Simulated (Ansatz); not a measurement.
# HfN: structure and electronic structure

Aim: relax HfN, then solve it with and without frozen cores. The runs shown use PAW and LAPW. Its runs: cell and atoms relaxed (PAW and LAPW); the reference run (LAPW and PAW).

Computed with Ansatz 0.2.0 (DFT PBE, with the methods named in each step, unless a step's input says otherwise).

## 1. The system as given

Symmetry: Fm-3m, No. 225, cubic system. Conventional cell: a = 4.512 Å, b = 4.512 Å, c = 4.512 Å, α = 90.00°, β = 90.00°, γ = 90.00°. Hf (site symmetry m-3m) has 6 N at 2.26 Å as nearest neighbours. Around N (site symmetry m-3m) lie 6 Hf at 2.26 Å.

Coordinates:

```
Hf N
1.0
     0.00000    2.25600    2.25600
     2.25600    0.00000    2.25600
     2.25600    2.25600    0.00000
Hf N
1 1
Direct
  0.00000 0.00000 0.00000
  0.50000 0.50000 0.50000
```

Atoms are numbered in the order of the input: Hf1, N2.

## 2. Cell and atoms relaxed, PAW

Input file input.yaml:

```yaml
crystal:
  lattice:
    - [0.0, 2.256, 2.256]
    - [2.256, 0.0, 2.256]
    - [2.256, 2.256, 0.0]
  atoms:
    - { symbol: Hf, position: [0.0, 0.0, 0.0] }
    - { symbol: "N", position: [0.5, 0.5, 0.5] }
kpoints:
  mp_grid: { grid: [11, 11, 11] }
scf:
  occupations: { method: fermi_dirac, width: 0.02 }
hamiltonian:
  xc: pbe
  pseudopotentials: { kind: paw }
output:
  forces: true
  stress: true
relax:
  f_tol: 0.005
  max_steps: 50
  cell: {}
```

Launch:

```
$ ansatz run input.yaml --threads 1 --pin off --max-ram 2048MiB --backend cpu --events-out ev --progress --plain --runs-dir out
```

The runs that follow: The relaxed cell, LAPW; The relaxed cell, PAW; Cell and atoms relaxed, LAPW.

Before running it: what results should come out? Wanted: volume, relaxed; gap (for each run or level that gives them).

**Answer**, as computed:

| quantity | value |
| --- | --- |
| volume, relaxed (PAW) | 11.760 Å³/atom, Fm-3m |
| volume, relaxed (LAPW) | 11.764 Å³/atom, Fm-3m |
| gap (LAPW) | none |

What this shows: Relaxing changes the volume by +2.4 %, to 11.76 Å³/atom; LAPW ends +0.04 % from PAW, inside the stress tolerance. With 49 electrons in the bands of a cell, and no spin, a band must be partly filled: it is a metal at this level. PAW lies -0.06 GPa from LAPW in pressure. Spin-orbit coupling is left out, though the cell holds Hf; in elements this heavy it can shift bands and gaps by tenths of an eV. HfN has an odd count of electrons, so a run without spin can force a false metal and spoil its energy.
